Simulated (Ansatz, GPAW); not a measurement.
ZnClF: PBE in single-zeta orbitals, run from Python

These are simulated results from GPAW 26.7.0, not measurements. The cell was built from a prototype and was relaxed with r2SCAN in plane waves (Ansatz 0.2.0). It may be hypothetical. It is a single sheet, repeated along a and b, with vacuum along c. All runs are without spin polarisation.

In-plane lattice: a = 3.353 Å, b = 3.353 Å, γ = 120.0°; thickness between the outer nuclei 2.31 Å. Zn has 3 F at 2.13 Å and 3 Cl at 2.40 Å; F has 3 Zn at 2.13 Å; Cl has 3 Zn at 2.40 Å.

The basis is minimal: single zeta, one radial function for each shell that the log's basis lists. It describes the filled bands fairly and the empty ones poorly.

run.py reads:

```python
import json
from ase import Atoms
from gpaw import GPAW, PW, FermiDirac

atoms = Atoms(['Zn', 'F', 'Cl'],
              cell=[[3.352721, -0.0, -0.0], [-1.67636, 2.903541, 0.0], [-0.0, 0.0, 28.349423]],
              scaled_positions=[[0.0, 0.0, 0.323536], [0.333333, 0.666667, 0.355186], [0.666667, 0.333333, 0.273679]],
              pbc=True)
calc = GPAW(mode='lcao', basis='sz(dzp)', h=0.2, xc='PBE', kpts={'size': (6, 6, 1), 'gamma': True},
            occupations=FermiDirac(0.02), maxiter=100, legacy_gpaw=True, txt='gpaw.txt')
atoms.calc = calc
res = {'energy': atoms.get_potential_energy(force_consistent=True)}
res['electrons'] = calc.get_number_of_electrons()
res['k'] = calc.get_ibz_k_points().tolist()
res['levels'] = [calc.get_eigenvalues(kpt=i).tolist() for i in range(len(res['k']))]
points = [[0.0, 0.0, 0.0], [0.5, 0.0, 0.0], [0.333333, 0.333333, 0.0]]
bands = calc.fixed_density(kpts=points, symmetry='off', txt='bands.txt')
res['points'] = [bands.get_eigenvalues(kpt=i).tolist() for i in range(len(points))]
json.dump(res, open('results.json', 'w'))
print('free energy (eV):', round(res['energy'], 5))
```

Command: `python run.py`. It took 6.2 s on 1 thread of Arm Neoverse V2, on a shared host, peak memory 0.21 GiB.

The log gpaw.txt, trimmed of paths, versions and times, then the last line on the terminal. An iter line gives the energy in eV and the logarithms of the changes of orbitals (plane waves alone) and density (c: converged):

```
___ ___ ___ _ _ _
 |   |   |_  | | | |

 | | | | | . | | | |

 |__ |  _|___|_____|  26.7.0
 |___|_|

Input parameters:
  basis: sz(dzp)
  h: 0.2
  kpts: {gamma: True,
         size: (6, 6, 1)}
  maxiter: 100
  mode: lcao
  occupations: {fixmagmom: False,
                name: fermi-dirac,
                width: 0.02}
  xc: PBE

System changes: positions, numbers, cell, pbc, initial_charges, initial_magmoms

Initialize ...

species:
  Zn:
    name:    Zinc
    Z:       30.0
    valence: 12
    core:    18
    charge:  0.0  # [|e|]
    compensation charges:
      type: gauss
      rc: 0.37  # [Å]
      lmax: 2
    cutoffs:
      filter: 2.14  # [Å]
      core: 2.28  # [Å]
    projectors
    | kind |    occ | energy [eV] | rcut [Å] |

    |------|--------|-------------|----------|

    |   4s |  2.000 |      -5.977 |    1.286 |

    |   4p |  0.000 |      -1.117 |    1.270 |

    |   3d | 10.000 |     -10.142 |    1.180 |

    |    s |        |      21.234 |    1.286 |

    |    p |        |      26.095 |    1.270 |

    |    d |        |      17.070 |    1.180 |

    LCAO basis set for Zn:
      Name: sz(dzp)
      Number of radial functions: 3
      Number of spherical harmonics: 9
        l=0, rc=8.1562 Bohr: 4s-sz confined orbital
        l=1, rc=12.4062 Bohr: 4p-sz confined orbital
        l=2, rc=4.3594 Bohr: 3d-sz confined orbital
      Number of RI-basis functions 0

  F:
    name:    Fluorine
    Z:       9.0
    valence: 7
    core:    2
    charge:  0.0  # [|e|]
    compensation charges:
      type: gauss
      rc: 0.20  # [Å]
      lmax: 2
    cutoffs:
      filter: 1.14  # [Å]
      core: 0.74  # [Å]
    projectors
    | kind |    occ | energy [eV] | rcut [Å] |

    |------|--------|-------------|----------|

    |   2s |  2.000 |     -29.898 |    0.635 |

    |   2p |  5.000 |     -11.110 |    0.635 |

    |    s |        |      -2.687 |    0.635 |

    |    p |        |      16.102 |    0.635 |

    |    d |        |       0.000 |    0.635 |

    LCAO basis set for F:
      Name: sz(dzp)
      Number of radial functions: 2
      Number of spherical harmonics: 4
        l=0, rc=3.8594 Bohr: 2s-sz confined orbital
        l=1, rc=4.8750 Bohr: 2p-sz confined orbital
      Number of RI-basis functions 0

  Cl:
    name:    Chlorine
    Z:       17.0
    valence: 7
    core:    10
    charge:  0.0  # [|e|]
    compensation charges:
      type: gauss
      rc: 0.25  # [Å]
      lmax: 2
    cutoffs:
      filter: 1.40  # [Å]
      core: 1.49  # [Å]
    projectors
    | kind |    occ | energy [eV] | rcut [Å] |

    |------|--------|-------------|----------|

    |   3s |  2.000 |     -20.689 |    0.794 |

    |   3p |  5.000 |      -8.594 |    0.794 |

    |    s |        |       6.523 |    0.794 |

    |    p |        |      18.617 |    0.794 |

    |    d |        |       0.000 |    0.794 |

    LCAO basis set for Cl:
      Name: sz(dzp)
      Number of radial functions: 2
      Number of spherical harmonics: 4
        l=0, rc=5.1719 Bohr: 3s-sz confined orbital
        l=1, rc=6.2656 Bohr: 3p-sz confined orbital
      Number of RI-basis functions 0

Reference energy: -64130.356834  # eV

Spin-paired calculation

Convergence criteria:
 Maximum [total energy] change in last 3 cyles: 0.0005 eV / valence electron
 Maximum integral of absolute [dens]ity change: 0.0001 electrons / valence electron
 Maximum integral of absolute [eigenst]ate change: 4e-08 eV^2 / valence electron
 Maximum number of scf [iter]ations: 100
 (Square brackets indicate name in SCF output, whereas a 'c' in
 the SCF output indicates the quantity has converged.)

Symmetries present (total): 1

  ( 1  0  0)
  ( 0  1  0)
  ( 0  0  1)

36 k-points: 6 x 6 x 1 Monkhorst-Pack grid + [1/12,1/12,0.000000]
20 k-points in the irreducible part of the Brillouin zone
       k-points in crystal coordinates                weights
   0:     0.00000000    0.00000000    0.00000000          1/36
   1:     0.00000000    0.16666667    0.00000000          2/36
   2:     0.00000000    0.33333333    0.00000000          2/36
   3:     0.00000000    0.50000000    0.00000000          1/36
   4:     0.16666667   -0.33333333    0.00000000          2/36
   5:     0.16666667   -0.16666667    0.00000000          2/36
   6:     0.16666667    0.00000000    0.00000000          2/36
   7:     0.16666667    0.16666667    0.00000000          2/36
   8:     0.16666667    0.33333333    0.00000000          2/36
   9:     0.16666667    0.50000000    0.00000000          2/36
          ...
  19:     0.50000000    0.50000000    0.00000000          1/36

Wave functions: LCAO
  Diagonalizer: Serial LAPACK
  Atomic Correction: dense with blas
  Data-type: complex

Occupation numbers: Fermi-Dirac:
  width: 0.0200  # eV

Eigensolver
   LCAO using direct dense diagonalizer

Densities:
  Coarse grid: 16*16*140 grid
  Fine grid: 32*32*280 grid
  Total Charge: 0.000000

Density mixing:
  Method: separate
  Backend: msr1
  Linear mixing parameter: 0.05
  old densities: 10
  Width of damping distribution: 1.1
  Damping of long wavelength oscillations: 20

Hamiltonian:
  XC and Coulomb potentials evaluated on a 32*32*280 grid
  Using the PBE Exchange-Correlation functional
  Interpolation: tri-quintic (5. degree polynomial)
  Poisson solver: FastPoissonSolver using
    Stencil: 8*3+1=25 point O(h^6) finite-difference Laplacian
    FFT axes: [np.int64(0), np.int64(1), np.int64(2)]
    FST axes: []

XC parameters: PBE with 2 nearest neighbor stencil

Memory estimate:
  Process memory now: 142.95 MiB
  Calculator: 29.83 MiB
    Density: 19.53 MiB
      Arrays: 7.11 MiB
      Localized functions: 6.96 MiB
      Mixer: 5.47 MiB
    Hamiltonian: 5.11 MiB
      Arrays: 4.65 MiB
      XC: 0.00 MiB
      Poisson: 0.00 MiB
      vbar: 0.47 MiB
    Wavefunctions: 5.18 MiB
      C [qnM]: 0.09 MiB
      S, T [2 x qmm]: 0.18 MiB
      P [aqMi]: 0.01 MiB
      BasisFunctions: 4.90 MiB
      Eigensolver: 0.00 MiB

Total number of cores used: 1

Number of atoms: 3
Number of atomic orbitals: 17
Number of bands in calculation: 17
Number of valence electrons: 26
Bands to converge: occupied
Positions:
   0 Zn     0.000000    0.000000    9.172059    ( 0.0000,  0.0000,  0.0000)
   1 F     -0.000001    1.935695   10.069318    ( 0.0000,  0.0000,  0.0000)
   2 Cl     1.676362    0.967846    7.758642    ( 0.0000,  0.0000,  0.0000)

Unit cell:
           periodic     x           y           z      points  spacing
  1. axis:    yes    3.352721   -0.000000   -0.000000    16     0.1815
  2. axis:    yes   -1.676360    2.903541    0.000000    16     0.1815
  3. axis:    yes   -0.000000    0.000000   28.349423   140     0.2025

  Lengths:   3.352721   3.352720  28.349423
  Angles:   90.000000  90.000000 119.999997

Effective grid spacing dv^(1/3) = 0.1975

iter:   1    -7.607773        c
iter:   2    -7.417660        c -1.23
iter:   3    -6.630952        c -1.27
iter:   4    -6.605603        c -2.00
iter:   5    -6.601383        c -2.28
iter:   6    -6.600402c       c -2.89
iter:   7    -6.600368c       c -3.51
iter:   8    -6.600367c       c -4.31c

Converged after 8 iterations.

Energy contributions relative to reference atoms: (reference = -64130.356834)

Kinetic:        +66.819156
Potential:      -56.871839
External:        +0.000000
XC:             -17.250215
Entropy (-ST):   -0.000000
Local:           +0.702530
SIC:             +0.000000
--------------------------
Free energy:     -6.600367
Extrapolated:    -6.600367

Showing only first 2 kpts
 Kpt  Band  Eigenvalues  Occupancy
  0    11     -5.73615    2.00000
  0    12     -5.73520    2.00000
  0    13     -2.24269    0.00000
  0    14      1.38466    0.00000

  1    11     -6.61117    2.00000
  1    12     -5.89072    2.00000
  1    13     -1.56301    0.00000
  1    14      2.09704    0.00000

Fermi level: -2.78290

Gap: 3.493 eV
Transition (v -> c):
  (s=0, k=0, n=12, [0.00, 0.00, 0.00]) -> (s=0, k=0, n=13, [0.00, 0.00, 0.00])
No difference between direct/indirect transitions

free energy (eV): -6.60037
```

The gap in the log is over the mesh alone; results.json adds the listed points. PBE in single-zeta orbitals gives a gap of 3.49 eV. On the same cell, plane-wave PBE (Ansatz, 12×12×1 k points and the special points) gives a gap of 3.51 eV and r2SCAN a gap of 4.13 eV; on shared hosts these took about 10 and 27 core-seconds on the 3-atom cell, against 6.2 for the script. Semilocal gaps usually lie below measured ones.
